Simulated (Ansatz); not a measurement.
## CsLiCr2Te2S3 in Ansatz: the effect of functional

The system is CsLiCr2Te2S3.

```
Cs Li Cr Te S
1.0
     3.67471   -0.00018   -0.00146
     0.00068    6.25849    0.00267
     0.09970    0.01509   18.87835
Cs Li Cr Te S
2 2 4 4 6
Direct
  0.00702 0.99658 0.60964
  0.50622 0.49563 0.63737
  0.49757 0.83290 0.98554
  0.99760 0.33501 0.98513
  0.99390 0.00068 0.13453
  0.49393 0.50024 0.13461
  0.00147 0.66940 0.83098
  0.50140 0.16737 0.83340
  0.01027 0.59621 0.46271
  0.51068 0.22697 0.45459
  0.49158 0.83669 0.22777
  0.99165 0.33648 0.22784
  0.99971 0.99979 0.90043
  0.49974 0.50461 0.89926
  0.99553 0.66614 0.07188
  0.49551 0.16656 0.07160
  0.50316 0.84068 0.76492
  0.00305 0.32804 0.76778
```

The cell was built by a generator and needn't be a form met in nature.

Alike in all runs:

```yaml
Program: Ansatz 0.2.0
Task: band structure
Potentials_or_basis: Ansatz PAW
k_mesh: 7 × 5 × 2
Occupations: fermi-dirac, width 0.05 eV
Spin: collinear spin, ferromagnetic start
Starting_moments: "[0.0, 0.0, 0.0, 0.0, 3.0, 3.0, 3.0, 3.0, 0.0, 0.0, 0.0, 0.0, 0.0, 0.0, 0.0, 0.0, 0.0, 0.0] μB"
```

Problem. One run gave: pressure 1.6 GPa; moment 11.48 μB; largest force 0.11 eV/Å. Which functional did it use?
A. LDA
B. r2SCAN
C. revPBE

Solution. C.

| functional | cutoff | pressure (GPa) | moment (μB) | largest force (eV/Å) |
| --- | --- | --- | --- | --- |
| revPBE | 420 eV (not typed: the program's choice for these potentials) | 1.6 | 11.48 | 0.11 |
| r2SCAN | 500 eV (not typed: the program's choice for these potentials) | 0.1 | 11.70 | 0.27 |
| LDA | 420 eV (not typed: the program's choice for these potentials) | -4.8 | 11.34 | 0.59 |

Caveats: only a ferromagnetic start was run, and an antiferromagnetic order may lie lower in energy; the PAW data sets come from PBE, with cores solved anew for the run's functional, which leaves a small shift of forces and pressure; the magnetic or orbital state may not be the lowest (some runs).

Runs at the PBE level aren't shown here.
